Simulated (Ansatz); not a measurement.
**F₂H₂OSi + H₂: a complex and its separated parts**

The complex below is one end of an elementary step. How strongly is it bound against its free parts?

The runs use Ansatz 0.2.0, Gaussian basis; PBE0-D4/def2-TZVP structures, single points in def2-TZVPP, no counterpoise correction.

Levels: SPW92, PBE-D4, BLYP-D4, r2SCAN-D4, B97M-V, PBE0-D4, B3LYP-D4, r2SCAN0-D4, BHLYP-D4, CAM-B3LYP-D4, wB97X-V, wB97M-V, B2PLYP, PBE-QIDH, RPA on PBE, Hartree-Fock, MP2, CCSD, CCSD(T).

Correlated methods freeze the cores. B3LYP uses VWN-RPA correlation. B2PLYP carries no dispersion term here.

94 further runs of the same task are left out: 94 set aside as unsound or not needed.

**1. The starting structure**

The complex: 8 atoms, charge 0, spin multiplicity 1.

Atoms are counted from 1 here; the program's logs count them from 0.

Bond lengths: Si1–F3 1.584 Å, Si1–F4 1.584 Å, Si1–H5 1.462 Å, Si1–O7 1.615 Å, H2–H6 0.747 Å, O7–H8 0.958 Å. Angles: F3–Si1–F4 105.6°, F3–Si1–H5 110.3°, F3–Si1–O7 111.1°, F4–Si1–H5 110.2°, F4–Si1–O7 111.1°, H5–Si1–O7 108.5°, Si1–O7–H8 120.8°.

As a file:

```
Si   -0.57891    1.03455    0.00036
H     0.54437   -3.28883   -0.00972
F    -0.62869    1.94094   -1.29737
F    -0.61848    2.04023    1.22317
H    -1.73776    0.14332    0.04029
H     0.62980   -2.54670    0.00381
O     0.76150    0.13385    0.03039
H     1.62817    0.54255    0.00897
```

Its parts: F₂H₂OSi holds atoms 1, 3, 4, 5, 7, 8; H₂ holds atoms 2, 6. Each part counts its atoms afresh in its own runs.

**2. Relaxing F₂H₂OSi alone**

relax-a/in.yaml

```yaml
crystal:
  periodic: [false, false, false]
  atoms:
    - {symbol: Si, position_ang: [-0.578908, 1.034552, 0.000365]}
    - {symbol: F, position_ang: [-0.628691, 1.940935, -1.297370]}
    - {symbol: F, position_ang: [-0.618483, 2.040229, 1.223166]}
    - {symbol: H, position_ang: [-1.737759, 0.143320, 0.040288]}
    - {symbol: O, position_ang: [0.761496, 0.133846, 0.030393]}
    - {symbol: H, position_ang: [1.628174, 0.542545, 0.008970]}
basis:
  gaussian: {orbitals: def2-TZVP}
hamiltonian: {xc: pbe0, dispersion: d4}
relax: {f_tol: 0.005, max_steps: 200}
```

Run with:

```
> ansatz run in.yaml --threads 4 --pin off --events-out ev --progress --plain --max-ram 9574MiB
```

After this run come: Relaxing H₂ alone; SPW92/def2-TZVPP; PBE-D4/def2-TZVPP; BLYP-D4/def2-TZVPP; r2SCAN-D4/def2-TZVPP; B97M-V/def2-TZVPP; PBE0-D4/def2-TZVPP; B3LYP-D4/def2-TZVPP; r2SCAN0-D4/def2-TZVPP; BHLYP-D4/def2-TZVPP; CAM-B3LYP-D4/def2-TZVPP; wB97X-V/def2-TZVPP; wB97M-V/def2-TZVPP; B2PLYP/def2-TZVPP; PBE-QIDH/def2-TZVPP; RPA on PBE/def2-TZVPP; CCSD(T)/def2-TZVPP; Vibrations of F₂H₂OSi; Vibrations of H₂.

**Question.** What will these runs give? Wanted: complex less parts, CCSD(T)/def2-TZVPP; with zero-point energy; largest T1 diagnostic.

The runs gave:

| quantity | value |
| --- | --- |
| complex less parts, CCSD(T)/def2-TZVPP | -0.0213 eV |
| with zero-point energy | +0.0182 eV |
| largest T1 diagnostic | 0.011 |

In words: At CCSD(T) the complex lies 0.0213 eV below its parts. r2SCAN0-D4 is the best functional here (+0.0009 eV from CCSD(T)); SPW92 is the worst (-0.0306 eV). Mean unsigned error by rung: LDA 0.0306, GGA 0.0093, meta-GGA 0.0040, hybrid 0.0059, range-separated hybrid 0.0056, double hybrid 0.0056 eV. PBE-D4 gives a relative energy 0.0149 eV too low, an error of 70 % of the reference. No counterpoise was applied, and triple zeta lacks some correlation, so the CCSD(T) reference has a basis error of its own, and close matches with it are partly luck.
